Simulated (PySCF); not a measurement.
# C8H8: the cost of one run

Computed with PySCF 2.14.0 and routines of our own; the level stands in each step. Atoms count from 0.

### Step 1. The starting structure

16 atoms, charge 0, multiplicity 1; geometry from: GFN2-xTB.

### Step 2. Optimising the geometry at PBE/def2-SV(P)

Job settings and geometry (Å):

```
{"job": {"xc": "PBE", "basis": "def2-SV(P)", "grid": 1, "kind": "geom"}, "charge": 0, "multiplicity": 1}
C     -1.472991    -0.713370     0.494795
C     -0.499331    -1.600398     0.331434
C      0.628399    -1.472199    -0.596541
C      1.522592    -0.491266    -0.600959
C      1.549704     0.647387     0.321942
C      0.576038     1.533965     0.487979
C     -0.705993     1.540747    -0.222979
C     -1.600087     0.559796    -0.220529
H     -2.299520    -0.942743     1.158601
H     -0.541896    -2.544748     0.863207
H      0.743986    -2.304371    -1.282514
H      2.359185    -0.534161    -1.289790
H      2.488269     0.780053     0.848851
H      0.729729     2.379178     1.149993
H     -0.935708     2.471570    -0.729905
H     -2.549974     0.699504    -0.724994
```

Launch:

```sh
> OMP_NUM_THREADS=1 python excited_run.py task.json out
```

The driver reads the jobs from task.json and runs them one after another.

**Question.** How long does this first job take on 1 thread of Arm Neoverse V1, shared host, and how much memory does it need?

About 52 s, with a peak of 0.56 GiB.
